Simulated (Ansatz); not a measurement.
# CH3B2Cl2N: basis-set convergence

The task here is to estimate one member of a computed series from the others.

The runs use Ansatz 0.2.0, Gaussian basis; one geometry, several basis sets.

Plan: PBE0-D4/def2-SVP; ωB97M-V/def2-SVP; PBE0-D4/def2-QZVPP; ωB97M-V/def2-QZVPP; the functionals' def2-TZVPP values are taken from earlier runs.

**Structure used throughout**

The geometry comes from an earlier relaxation with PBE0-D4 in a triple-zeta def2 set; it is a stationary point, not always the lowest conformer.

SMILES `ClB(Cl)B1CN1`, 9 atoms, charge 0, spin multiplicity 1.

Atoms are counted from 1 here; the program's logs count them from 0.

Bond lengths: Cl1–B2 1.748 Å, B2–Cl3 1.748 Å, B2–B4 1.656 Å, B4–C5 1.579 Å, B4–N6 1.344 Å, C5–N6 1.450 Å, C5–H7 1.089 Å, C5–H8 1.089 Å, N6–H9 1.003 Å. Angles: Cl1–B2–Cl3 118.5°, Cl1–B2–B4 120.7°, Cl3–B2–B4 120.7°, B2–B4–C5 152.0°, B2–B4–N6 149.2°, C5–B4–N6 58.8°, B4–C5–N6 52.5°, B4–C5–H7 120.6°, B4–C5–H8 120.6°, N6–C5–H7 117.2°, N6–C5–H8 117.2°, H7–C5–H8 114.4°, B4–N6–C5 68.7°, B4–N6–H9 155.0°, C5–N6–H9 136.3°.

Geometry (Å):

```csv
atom,x (Å),y (Å),z (Å)
Cl1,2.2175,-1.6381,-1.3587
B2,1.3799,-1.1381,0.0915
Cl3,1.8105,-1.8945,1.6070
B4,0.1687,-0.0113,0.0221
C5,-1.3453,0.3989,-0.1572
N6,-0.2159,1.2754,0.0831
H7,-2.0559,0.2689,0.6577
H8,-1.7975,0.4297,-1.1474
H9,-0.0736,2.2627,0.1849
```

The first run:

The input, in.yaml:

```yaml
crystal:
  periodic: [false, false, false]
  atoms:
    - {symbol: Cl, position_ang: [2.217478, -1.638113, -1.358748]}
    - {symbol: B, position_ang: [1.379910, -1.138050, 0.091465]}
    - {symbol: Cl, position_ang: [1.810544, -1.894505, 1.607003]}
    - {symbol: B, position_ang: [0.168692, -0.011318, 0.022142]}
    - {symbol: C, position_ang: [-1.345272, 0.398893, -0.157159]}
    - {symbol: N, position_ang: [-0.215865, 1.275371, 0.083078]}
    - {symbol: H, position_ang: [-2.055875, 0.268931, 0.657742]}
    - {symbol: H, position_ang: [-1.797523, 0.429723, -1.147378]}
    - {symbol: H, position_ang: [-0.073588, 2.262668, 0.184855]}
basis:
  gaussian: {orbitals: def2-SVP}
hamiltonian: {xc: pbe0, dispersion: d4}
output: {orbitals: {seedname: orbitals}}
```

Among the steps run: PBE0-D4 in def2-SVP; ωB97M-V in def2-SVP; PBE0-D4 in def2-QZVPP; ωB97M-V in def2-QZVPP.

One table of the session follows, with a row left open; its other results are not shown here.

It belongs to the step «Density functionals: the series». 

```
functional       basis  HOMO (eV)
   PBE0-D4    def2-SVP          ?
   PBE0-D4  def2-TZVPP      -7.94
   PBE0-D4  def2-QZVPP      -7.97
   ωB97M-V    def2-SVP     -10.01
   ωB97M-V  def2-TZVPP     -10.13
   ωB97M-V  def2-QZVPP     -10.16
```

**Question.** Estimate the row for PBE0-D4, def2-SVP.

As computed: HOMO (eV): -7.84. In the column «HOMO (eV)» it is the highest.
